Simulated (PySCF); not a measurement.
# CoH2O2: ligand-field states

What do calculations give for the ligand-field states of CoH2O2?

Programs: PySCF 2.14.0, with routines of our own; each step states its level. All values are computed. Atoms count from 0.

### 1 The system as given

5 atoms, charge 0, states of the metal's open shell are computed; geometry from: model start, shaken.

### 2 Optimising the geometry at PBE0-D3(BJ)/def2-TZVP

What the job is given:

```
{"job": {"xc": "PBE0", "basis": "def2-TZVP", "d3": "d3bj", "grid": 1, "maxiter": 45, "kind": "geom"}, "charge": 0, "metal": "Co", "open_shell": "d7"}
Co     0.000020     0.004480    -0.004110
O     -0.013360    -0.006820     1.820130
H      0.800900     0.020100     2.367620
O     -0.009310     0.007350    -1.829650
H     -0.798420    -0.013960    -2.375440
```

Started as:

```
> OMP_NUM_THREADS=1 python lf_run.py task.json out
```

The driver reads the jobs from task.json and runs them one after another.

Output:

```text
step   0  E = -1534.13723176  max force = 0.022366
step   1  E = -1534.14080690  max force = 0.004523
step   2  E = -1534.14095874  max force = 0.001661
step   3  E = -1534.14111096  max force = 0.001229
step   4  E = -1534.14115948  max force = 0.000487
step   5  E = -1534.14116299  max force = 0.000211
optimisation converged
```

Run time: 42 s. Hardware: 1 thread of Arm Neoverse V2, shared host; peak memory 0.42 GiB.

Relaxation path:

```csv
step,energy from step 0 (eV),largest force component (eV/Å)
0,0.0000,1.1501
1,-0.0973,0.2326
2,-0.1014,0.0854
3,-0.1056,0.0632
4,-0.1069,0.0250
5,-0.1070,0.0109
```

Distances of close pairs at the start and the end, largest changes first:

```csv
bond,before (Å),after (Å),change (Å)
Co0–O3,1.826,1.755,-0.070
Co0–O1,1.824,1.755,-0.070
O1–H2,0.982,0.955,-0.026
O3–H4,0.960,0.955,-0.004
```

The end geometry stands in the next job.

```csv
at the end point,value
point group (found at 0.08 Å tolerance),C2h
"rotational constants (GHz, main isotopes)","509.3, 4.601, 4.560"
dipole moment (D),0.01
⟨S²⟩,3.761
```

### 3 Ligand-field states: state-averaged CASSCF

What the job is given:

```
{"job": {"kind": "lf", "basis": {"metal": "x2c-TZVPall", "ligand": "x2c-SVPall"}, "nevpt": true}, "charge": 0, "metal": "Co", "open_shell": "d7"}
Co     0.000000     0.000000     0.000000
O     -0.000000    -0.000000     1.754900
H     -0.740794    -0.000000     2.358196
O      0.000000     0.000000    -1.754900
H      0.740794     0.000000    -2.358196
```

Level: state-averaged CASSCF of the metal d shell, SC-NEVPT2 on the averaged canonical orbitals, state-interaction spin-orbit coupling.

Output:

```text
basis functions 86, electrons 45, active (7e, 5o)
stage 1: DIIS on the effective Fock matrix, level shift 0.30
cycle   1  E = -1536.0487225411  dE = -1.536e+03  max|g| = 3.329e+00
cycle   2  E = -1539.3203422094  dE = -3.272e+00  max|g| = 2.366e+00
cycle   3  E = -1537.2248401337  dE =  2.096e+00  max|g| = 3.674e+00
cycle   4  E = -1542.4451795848  dE = -5.220e+00  max|g| = 4.876e-01
cycle   5  E = -1542.6225627382  dE = -1.774e-01  max|g| = 2.743e-01
cycle   6  E = -1542.6597516098  dE = -3.719e-02  max|g| = 9.232e-02
cycle   7  E = -1542.6727742144  dE = -1.302e-02  max|g| = 3.844e-02
cycle   8  E = -1542.6758376291  dE = -3.063e-03  max|g| = 1.545e-02
cycle   9  E = -1542.6757579589  dE =  7.967e-05  max|g| = 1.980e-02
cycle  10  E = -1542.6753971580  dE =  3.608e-04  max|g| = 2.498e-02
cycle  11  E = -1542.6750495374  dE =  3.476e-04  max|g| = 3.092e-02
cycle  12  E = -1542.6742017578  dE =  8.478e-04  max|g| = 3.987e-02
cycle  13  E = -1542.6705139225  dE =  3.688e-03  max|g| = 6.802e-02
cycle  14  E = -1542.6569549802  dE =  1.356e-02  max|g| = 1.230e-01
cycle  15  E = -1542.6138473288  dE =  4.311e-02  max|g| = 2.168e-01
stage 2: quasi-Newton rotations from the point of smallest gradient
cycle  17  E = -1542.6763822526  dE = -5.446e-04  max|g| = 1.254e-02
cycle  18  E = -1542.6764791262  dE = -9.687e-05  max|g| = 7.783e-03
cycle  19  E = -1542.6765078325  dE = -2.871e-05  max|g| = 1.001e-03
cycle  20  E = -1542.6765094636  dE = -1.631e-06  max|g| = 5.768e-04
cycle  21  E = -1542.6765097441  dE = -2.806e-07  max|g| = 1.403e-04
cycle  22  E = -1542.6765097628  dE = -1.870e-08  max|g| = 2.395e-05
cycle  23  E = -1542.6765097639  dE = -1.026e-09  max|g| = 5.485e-06
converged average energy = -1542.6765097639

 mult deg   label        CASSCF/cm-1   NEVPT2/cm-1
   4   1   4Ag                 0.0           0.0
   4   1   4Bg                 0.4           7.2
   4   1   4Bg              1734.4         902.5
   4   1   4Ag              1866.3        1024.9
   4   1   4Bg              2339.5        1899.5
   4   1   4Ag              3344.5        4282.1
   4   1   4Bg              3616.4        4720.5
   2   1   2Bg             17293.4       14597.6
   2   1   2Ag             18008.6       14787.7
   4   1   4Bg             16941.5       15356.2
   2   1   2Ag             17652.6       15533.4
   2   1   2Ag             18343.0       16545.8
   2   1   2Bg             18278.8       16732.4
   2   1   2Bg             19686.2       17057.4
   2   1   2Ag             20570.9       17061.6
   2   1   2Bg             18832.8       17395.6
   2   1   2Ag             18990.7       17730.3
   2   1   2Bg             21288.3       17979.4
   2   1   2Ag             22447.3       18262.4
   2   1   2Bg             20931.3       18486.1
   2   1   2Bg             22559.6       18555.8
   2   1   2Ag             21042.6       18935.3
   4   1   4Ag             21581.0       19366.9
   2   1   2Bg             23634.4       19547.3
   2   1   2Ag             23519.8       20799.7
   2   1   2Bg             25163.3       22044.3
   2   1   2Ag             25328.8       22252.1
   4   1   4Bg             23787.1       22696.4
   2   1   2Bg             27357.0       23182.9
   2   1   2Bg             26259.6       25188.8
   2   1   2Ag             26253.0       25222.3
   2   1   2Bg             28953.0       26056.2
   2   1   2Ag             29931.8       27550.4
   2   1   2Ag             30542.3       28231.9
   2   1   2Ag             29499.1       30030.5
   2   1   2Bg             29500.7       30034.1
   2   1   2Bg             31530.4       31522.9
   2   1   2Ag             31530.5       31523.3
   2   1   2Ag             42259.4       37134.0
   2   1   2Bg             42293.5       37701.2
   2   1   2Ag             43360.8       38243.1
   2   1   2Bg             43756.9       39277.1
   2   1   2Bg             43544.5       39418.0
   2   1   2Ag             45622.0       41879.5
   2   1   2Bg             45628.0       41889.9
   2   1   2Ag             62711.1       53099.8
   2   1   2Bg             64376.7       55756.0
   2   1   2Ag             65310.9       56984.6
   2   1   2Bg             73664.9       67491.1
   2   1   2Ag             73702.8       67535.2

spin-orbit levels / cm-1
      0.00  x2  4Ag 0.49 4Bg 0.49
    347.63  x2  4Bg 0.43 4Ag 0.43 4Bg 0.08
    747.81  x2  4Ag 0.40 4Bg 0.37 4Bg 0.15
   1207.48  x2  4Ag 0.31 4Bg 0.30 4Bg 0.20
   1329.79  x2  4Bg 0.36 4Ag 0.32 4Bg 0.17
   1664.25  x2  4Bg 0.39 4Ag 0.37 4Bg 0.11
   1945.82  x2  4Ag 0.40 4Bg 0.36 4Bg 0.09
   2105.79  x2  4Bg 0.41 4Ag 0.39 4Bg 0.13
   2491.76  x2  4Bg 0.87 4Ag 0.05 4Ag 0.04
   2688.31  x2  4Bg 0.82 4Ag 0.13 4Bg 0.03
   4895.74  x2  4Ag 0.74 4Bg 0.23
   5116.67  x2  4Ag 0.86 4Bg 0.08 4Bg 0.04
   5566.22  x2  4Bg 0.91 4Ag 0.06
   5723.44  x2  4Bg 0.73 4Ag 0.24
  15135.62  x2  2Bg 0.81 2Ag 0.11 2Ag 0.05
  15362.49  x2  2Ag 0.82 2Bg 0.06
  15962.49  x2  4Bg 0.95
  16040.59  x2  4Bg 0.95
  16373.12  x2  2Ag 0.77 2Bg 0.08 2Ag 0.06
  16981.19  x2  2Ag 0.59 2Bg 0.33
  17445.34  x2  2Ag 0.33 2Bg 0.19 2Bg 0.18
  17772.79  x2  2Bg 0.40 2Bg 0.21 2Bg 0.12
  18008.30  x2  2Bg 0.29 2Ag 0.24 2Bg 0.20
  18200.42  x2  2Ag 0.27 2Ag 0.21 2Bg 0.20
  18535.61  x2  2Bg 0.40 2Ag 0.17 2Bg 0.13
  18760.60  x2  2Ag 0.30 2Bg 0.19 2Ag 0.13
  18962.85  x2  2Bg 0.52 2Ag 0.17 2Ag 0.14
  19087.37  x2  2Ag 0.32 2Bg 0.17 2Bg 0.15
  19425.47  x2  2Bg 0.44 2Ag 0.15 2Bg 0.10
  19835.25  x2  4Ag 0.49 2Bg 0.23 2Ag 0.09
```

Run time: 3.7 s. Hardware: 1 thread of Arm Neoverse V2, shared host; peak memory 0.42 GiB.

Warnings kept with the result: spin Hamiltonian not valid, low-lying orbital states.

From this job:

```csv
quantity,value
spin-orbit constant ζ,502 cm⁻¹
```

Powder susceptibility:

```csv
T (K),χT (cm³ K/mol),μ(eff)
2,4.167,5.77
5,4.180,5.78
10,4.202,5.80
20,4.247,5.83
30,4.291,5.86
50,4.380,5.92
75,4.487,5.99
100,4.584,6.05
150,4.724,6.15
200,4.802,6.20
250,4.837,6.22
300,4.846,6.22
```

The fields below are evaluated on a grid from the run's orbitals.

The spin density lies nearest to Co0 97 %.

### 4 Ligand-field states: state-averaged CASSCF (basis x2c-TZVPall)

What the job is given:

```
{"job": {"kind": "lf", "basis": "x2c-TZVPall", "nevpt": true}, "charge": 0, "metal": "Co", "open_shell": "d7"}
Co     0.000000     0.000000     0.000000
O     -0.000000    -0.000000     1.754900
H     -0.740794    -0.000000     2.358196
O      0.000000     0.000000    -1.754900
H      0.740794     0.000000    -2.358196
```

Level: state-averaged CASSCF of the metal d shell, SC-NEVPT2 on the averaged canonical orbitals, state-interaction spin-orbit coupling.

Output:

```text
basis functions 122, electrons 45, active (7e, 5o)
stage 1: DIIS on the effective Fock matrix, level shift 0.30
cycle   1  E = -1536.8369270288  dE = -1.537e+03  max|g| = 3.187e+00
cycle   2  E = -1539.8630889427  dE = -3.026e+00  max|g| = 2.266e+00
cycle   3  E = -1538.7535370657  dE =  1.110e+00  max|g| = 3.440e+00
cycle   4  E = -1542.4233471112  dE = -3.670e+00  max|g| = 2.895e-01
cycle   5  E = -1542.7199958294  dE = -2.966e-01  max|g| = 3.946e-01
cycle   6  E = -1542.8278786531  dE = -1.079e-01  max|g| = 2.125e-01
cycle   7  E = -1542.8396006128  dE = -1.172e-02  max|g| = 1.596e-01
cycle   8  E = -1542.8135838242  dE =  2.602e-02  max|g| = 1.646e-01
cycle   9  E = -1542.7811821832  dE =  3.240e-02  max|g| = 2.100e-01
cycle  10  E = -1542.6711740843  dE =  1.100e-01  max|g| = 3.012e-01
cycle  11  E = -1542.4173979952  dE =  2.538e-01  max|g| = 4.654e-01
cycle  12  E = -1542.0958659704  dE =  3.215e-01  max|g| = 8.252e-01
cycle  13  E = -1542.1008786477  dE = -5.013e-03  max|g| = 8.144e-01
cycle  14  E = -1542.2965492785  dE = -1.957e-01  max|g| = 6.006e-01
cycle  15  E = -1542.3577332030  dE = -6.118e-02  max|g| = 5.200e-01
stage 2: quasi-Newton rotations from the point of smallest gradient
cycle  17  E = -1542.8547835290  dE = -1.518e-02  max|g| = 1.406e-01
cycle  18  E = -1542.8635147133  dE = -8.731e-03  max|g| = 2.551e-02
cycle  19  E = -1542.8641833826  dE = -6.687e-04  max|g| = 8.752e-03
cycle  20  E = -1542.8643394976  dE = -1.561e-04  max|g| = 2.834e-03
cycle  21  E = -1542.8643520040  dE = -1.251e-05  max|g| = 6.894e-04
cycle  22  E = -1542.8643529754  dE = -9.714e-07  max|g| = 1.190e-04
cycle  23  E = -1542.8643530282  dE = -5.283e-08  max|g| = 4.690e-05
cycle  24  E = -1542.8643530365  dE = -8.347e-09  max|g| = 1.892e-05
cycle  25  E = -1542.8643530374  dE = -8.909e-10  max|g| = 6.680e-06
converged average energy = -1542.8643530374

 mult deg   label        CASSCF/cm-1   NEVPT2/cm-1
   4   1   4Ag                 0.0           0.0
   4   1   4Bg                -0.1           6.1
   4   1   4Bg              1713.5         746.8
   4   1   4Ag              1867.9         865.2
   4   1   4Bg              2278.8        1668.4
   4   1   4Ag              3354.1        4127.9
   4   1   4Bg              3601.5        4545.8
   2   1   2Bg             17263.4       14513.9
   2   1   2Ag             17995.9       14724.4
   4   1   4Bg             16942.8       15252.6
   2   1   2Ag             17626.5       15427.7
   2   1   2Ag             18336.3       16472.5
   2   1   2Bg             18277.3       16619.5
   2   1   2Ag             20435.5       16844.7
   2   1   2Bg             19515.1       16963.6
   2   1   2Bg             18774.7       17160.6
   2   1   2Ag             18945.3       17590.6
   2   1   2Bg             21174.1       17799.2
   2   1   2Ag             22399.3       18137.0
   2   1   2Bg             20957.0       18329.5
   2   1   2Bg             22507.0       18548.0
   2   1   2Ag             21064.6       18810.2
   4   1   4Ag             21738.0       19274.9
   2   1   2Bg             23507.7       19295.7
   2   1   2Ag             23389.2       20588.9
   2   1   2Bg             25143.8       21879.2
   2   1   2Ag             25295.8       22072.7
   4   1   4Bg             23919.0       22530.1
   2   1   2Bg             27391.6       23032.4
   2   1   2Bg             26256.9       25019.2
   2   1   2Ag             26245.8       25043.7
   2   1   2Bg             28989.9       25893.8
   2   1   2Ag             29977.3       27370.0
   2   1   2Ag             30611.6       28065.5
   2   1   2Ag             29632.8       29878.6
   2   1   2Bg             29634.5       29885.6
   2   1   2Bg             31717.9       31378.6
   2   1   2Ag             31718.1       31379.0
   2   1   2Ag             42343.5       37033.0
   2   1   2Bg             42361.6       37569.3
   2   1   2Ag             43404.1       38085.4
   2   1   2Bg             43795.9       39102.6
   2   1   2Bg             43599.1       39208.0
   2   1   2Ag             45743.9       41728.5
   2   1   2Bg             45749.5       41738.2
   2   1   2Ag             62630.3       52908.8
   2   1   2Bg             64425.9       55610.2
   2   1   2Ag             65341.0       56802.9
   2   1   2Bg             73935.0       67310.9
   2   1   2Ag             73969.4       67353.0

spin-orbit levels / cm-1
      0.00  x2  4Ag 0.49 4Bg 0.49
    326.88  x2  4Bg 0.41 4Ag 0.41 4Bg 0.10
    712.52  x2  4Ag 0.36 4Bg 0.33 4Bg 0.19
   1145.38  x2  4Ag 0.28 4Bg 0.26 4Ag 0.24
   1246.67  x2  4Bg 0.31 4Bg 0.25 4Ag 0.25
   1561.77  x2  4Ag 0.37 4Bg 0.32 4Ag 0.14
   1809.25  x2  4Bg 0.36 4Ag 0.33 4Bg 0.12
   1927.64  x2  4Bg 0.37 4Ag 0.34 4Bg 0.14
   2272.53  x2  4Bg 0.85 4Ag 0.05 4Ag 0.05
   2494.27  x2  4Bg 0.78 4Ag 0.15 4Bg 0.04
   4751.22  x2  4Ag 0.74 4Bg 0.23
   4971.00  x2  4Ag 0.86 4Bg 0.08 4Bg 0.04
   5397.75  x2  4Bg 0.91 4Ag 0.06
   5547.61  x2  4Bg 0.73 4Ag 0.24
  15054.22  x2  2Bg 0.81 2Ag 0.11 2Ag 0.05
  15293.54  x2  2Ag 0.81 2Bg 0.06 2Ag 0.03
  15865.18  x2  4Bg 0.95
  15944.61  x2  4Bg 0.95
  16274.75  x2  2Ag 0.77 2Bg 0.09 2Ag 0.06
  16894.31  x2  2Ag 0.56 2Bg 0.36
  17289.82  x2  2Ag 0.38 2Bg 0.17 2Ag 0.14
  17652.97  x2  2Bg 0.34 2Bg 0.22 2Bg 0.16
  17857.88  x2  2Bg 0.28 2Bg 0.25 2Ag 0.18
  18045.18  x2  2Bg 0.28 2Ag 0.23 2Ag 0.20
  18394.04  x2  2Bg 0.41 2Ag 0.19 2Ag 0.10
  18623.19  x2  2Ag 0.32 2Bg 0.23 2Ag 0.10
  18818.91  x2  2Bg 0.55 2Ag 0.15 2Ag 0.15
  18966.42  x2  2Ag 0.42 2Bg 0.15 2Ag 0.12
  19345.14  x2  2Bg 0.45 2Bg 0.16 4Ag 0.10
  19697.76  x2  4Ag 0.39 2Bg 0.26 2Bg 0.13
```

It took 3.6 s on 1 thread of Arm Neoverse V2, shared host; peak memory 0.42 GiB.

Warnings kept with the result: spin Hamiltonian not valid, low-lying orbital states.

In short:

```csv
quantity,value
spin-orbit constant ζ,502 cm⁻¹
```

Powder susceptibility:

```csv
T (K),χT (cm³ K/mol),μ(eff)
2,4.189,5.79
20,4.276,5.85
100,4.636,6.09
300,4.893,6.25
```

### 5 Ligand-field states: state-averaged CASSCF (avg hs)

What the job is given:

```
{"job": {"kind": "lf", "basis": {"metal": "x2c-TZVPall", "ligand": "x2c-SVPall"}, "nevpt": true, "avg": "hs"}, "charge": 0, "metal": "Co", "open_shell": "d7"}
Co     0.000000     0.000000     0.000000
O     -0.000000    -0.000000     1.754900
H     -0.740794    -0.000000     2.358196
O      0.000000     0.000000    -1.754900
H      0.740794     0.000000    -2.358196
```

Method: state-averaged CASSCF of the metal d shell, SC-NEVPT2 on the averaged canonical orbitals, state-interaction spin-orbit coupling.

Output:

```text
basis functions 86, electrons 45, active (7e, 5o)
stage 1: DIIS on the effective Fock matrix, level shift 0.30
cycle   1  E = -1536.0906915918  dE = -1.536e+03  max|g| = 3.329e+00
cycle   2  E = -1539.4442558768  dE = -3.354e+00  max|g| = 2.344e+00
cycle   3  E = -1537.7305446942  dE =  1.714e+00  max|g| = 3.560e+00
cycle   4  E = -1542.4785610411  dE = -4.748e+00  max|g| = 6.131e-01
cycle   5  E = -1542.6883981437  dE = -2.098e-01  max|g| = 3.261e-01
cycle   6  E = -1542.6661751537  dE =  2.222e-02  max|g| = 2.408e-01
cycle   7  E = -1542.6837014108  dE = -1.753e-02  max|g| = 1.905e-01
cycle   8  E = -1542.7348197527  dE = -5.112e-02  max|g| = 9.360e-02
cycle   9  E = -1542.7475780807  dE = -1.276e-02  max|g| = 5.524e-02
cycle  10  E = -1542.7430518390  dE =  4.526e-03  max|g| = 7.862e-02
cycle  11  E = -1542.7504292180  dE = -7.377e-03  max|g| = 4.101e-02
cycle  12  E = -1542.7534032042  dE = -2.974e-03  max|g| = 1.107e-02
cycle  13  E = -1542.7490659853  dE =  4.337e-03  max|g| = 5.689e-02
cycle  14  E = -1542.7385618360  dE =  1.050e-02  max|g| = 9.286e-02
cycle  15  E = -1542.7073808810  dE =  3.118e-02  max|g| = 1.713e-01
stage 2: quasi-Newton rotations from the point of smallest gradient
cycle  17  E = -1542.7536264729  dE = -2.233e-04  max|g| = 1.303e-02
cycle  18  E = -1542.7536907570  dE = -6.428e-05  max|g| = 2.743e-03
cycle  19  E = -1542.7536959776  dE = -5.221e-06  max|g| = 4.818e-04
cycle  20  E = -1542.7536962993  dE = -3.218e-07  max|g| = 2.707e-04
cycle  21  E = -1542.7536963639  dE = -6.453e-08  max|g| = 9.230e-05
cycle  22  E = -1542.7536963692  dE = -5.313e-09  max|g| = 2.079e-05
cycle  23  E = -1542.7536963696  dE = -4.613e-10  max|g| = 3.454e-06
converged average energy = -1542.7536963696

 mult deg   label        CASSCF/cm-1   NEVPT2/cm-1
   4   1   4Ag                 0.0           0.0
   4   1   4Bg                 1.3           5.5
   4   1   4Bg              1598.9        1029.1
   4   1   4Ag              1696.2        1166.3
   4   1   4Bg              2292.5        1885.9
   4   1   4Ag              3308.4        4085.1
   4   1   4Bg              3587.1        4480.6
   2   1   2Bg             17553.6       14917.1
   4   1   4Bg             17093.0       15161.8
   2   1   2Ag             18183.7       15168.5
   2   1   2Ag             17901.2       15717.5
   2   1   2Ag             18599.2       16686.5
   2   1   2Bg             18546.3       16806.1
   2   1   2Bg             19936.1       17274.6
   2   1   2Bg             19062.3       17434.5
   2   1   2Ag             20803.4       17512.9
   2   1   2Ag             19183.6       17677.0
   2   1   2Bg             21497.4       18174.5
   2   1   2Ag             22721.0       18586.4
   2   1   2Bg             21060.8       18806.2
   2   1   2Bg             22779.3       18953.2
   2   1   2Ag             21170.2       19107.4
   4   1   4Ag             21725.1       19253.7
   2   1   2Bg             23805.8       19770.2
   2   1   2Ag             23722.4       20882.3
   2   1   2Bg             25390.4       22125.8
   2   1   2Ag             25558.4       22328.1
   4   1   4Bg             23899.2       22329.7
   2   1   2Bg             27538.5       23264.2
   2   1   2Bg             26487.2       25074.9
   2   1   2Ag             26481.6       25101.4
   2   1   2Bg             29210.4       26042.4
   2   1   2Ag             30175.6       27406.2
   2   1   2Ag             30771.7       28132.7
   2   1   2Ag             29756.2       29582.6
   2   1   2Bg             29757.7       29586.3
   2   1   2Bg             31630.8       31258.0
   2   1   2Ag             31631.1       31258.3
   2   1   2Ag             42692.7       37207.7
   2   1   2Bg             42778.1       37666.9
   2   1   2Ag             43779.1       38383.4
   2   1   2Bg             44154.2       39212.5
   2   1   2Bg             43924.2       39306.3
   2   1   2Ag             45995.5       41693.3
   2   1   2Bg             46001.0       41702.2
   2   1   2Ag             63477.8       53391.0
   2   1   2Bg             64976.8       55902.6
   2   1   2Ag             65951.4       57035.4
   2   1   2Bg             74191.3       67023.6
   2   1   2Ag             74228.3       67065.6

spin-orbit levels / cm-1
      0.00  x2  4Ag 0.49 4Bg 0.49
    361.13  x2  4Bg 0.44 4Ag 0.44 4Bg 0.07
    771.89  x2  4Ag 0.42 4Bg 0.39 4Bg 0.12
   1244.47  x2  4Bg 0.36 4Ag 0.36 4Bg 0.14
   1406.58  x2  4Bg 0.40 4Ag 0.36 4Bg 0.11
   1754.88  x2  4Bg 0.45 4Ag 0.34 4Bg 0.09
   2067.56  x2  4Ag 0.45 4Bg 0.34 4Ag 0.07
   2256.08  x2  4Bg 0.38 4Ag 0.37 4Bg 0.19
   2465.74  x2  4Bg 0.86 4Ag 0.06 4Ag 0.04
   2669.93  x2  4Bg 0.74 4Ag 0.17 4Bg 0.06
   4699.51  x2  4Ag 0.73 4Bg 0.24
   4935.26  x2  4Ag 0.85 4Bg 0.09 4Bg 0.05
   5343.55  x2  4Bg 0.90 4Ag 0.07
   5503.78  x2  4Bg 0.71 4Ag 0.25
  15434.40  x2  2Bg 0.77 2Ag 0.13 2Ag 0.05
  15682.02  x2  2Ag 0.61 4Bg 0.21 2Bg 0.08
  15788.04  x2  4Bg 0.96
  15889.93  x2  4Bg 0.76 2Ag 0.18
  16589.44  x2  2Ag 0.74 2Ag 0.09 2Bg 0.09
  17099.69  x2  2Ag 0.56 2Bg 0.37
  17636.88  x2  2Bg 0.27 2Ag 0.19 2Bg 0.15
  17952.63  x2  2Bg 0.49 2Bg 0.19 2Bg 0.13
  18127.32  x2  2Bg 0.29 2Ag 0.20 2Ag 0.15
  18402.08  x2  2Ag 0.36 2Ag 0.31 2Bg 0.10
  18684.45  x2  2Ag 0.27 2Bg 0.17 2Bg 0.16
  18925.29  x2  2Bg 0.49 2Ag 0.14 2Ag 0.12
  19248.88  x2  2Bg 0.47 2Ag 0.25 2Ag 0.15
  19365.80  x2  2Ag 0.32 2Ag 0.17 2Bg 0.17
  19654.06  x2  4Ag 0.30 2Bg 0.26 2Bg 0.13
  19846.07  x2  4Ag 0.76 2Bg 0.07 2Bg 0.07
```

Run time: 2.3 s. Hardware: 1 thread of Arm Neoverse V2, shared host; peak memory 0.42 GiB.

Warnings kept with the result: spin Hamiltonian not valid, low-lying orbital states.

From this job:

```csv
quantity,value
spin-orbit constant ζ,506 cm⁻¹
```

Powder susceptibility:

```csv
T (K),χT (cm³ K/mol),μ(eff)
2,4.152,5.76
20,4.228,5.82
100,4.553,6.03
300,4.820,6.21
```

### 6 The runs side by side

From the NEVPT2 states (cm⁻¹; the spread is that of the fitted one-electron ligand-field levels):

```csv
step,setting,ground state,next state,orbital spread,Racah B,ζ,"μ(eff), 300 K"
3,as given,4Ag,4Bg at 7,7795,1036,502,6.22
4,basis x2c-TZVPall,4Ag,4Bg at 6,7890,1030,502,6.25
5,avg hs,4Ag,4Bg at 6,7575,1027,506,6.21
```

### 7 Outcome

| quantity | value |
| --- | --- |
| point group | C2h |
| rotational constants (main isotopes) | 509.33, 4.60, 4.56 GHz |
| spin-orbit constant ζ (step 3, state-averaged CASSCF) | 502 cm⁻¹ |
| ground multiplicity, μ(eff) at 300 K (step 3, 2 donors at 1.75 Å) | 4, 6.22 μB |
| ground multiplicity, μ(eff) at 300 K (step 4, 2 donors at 1.75 Å) | 4, 6.25 μB |
| ground multiplicity, μ(eff) at 300 K (step 5, 2 donors at 1.75 Å) | 4, 6.21 μB |

What this shows: Over 5 steps the energy fell by 0.107 eV; of the close pairs, Co0–O3 changed most, 1.826 to 1.755 Å. No frequency check was run at this level, so the end point may be a saddle. In step 3, χT goes from 4.17 at 2 K to 4.85 cm³ K/mol at 300 K, as higher levels fill or mix in.
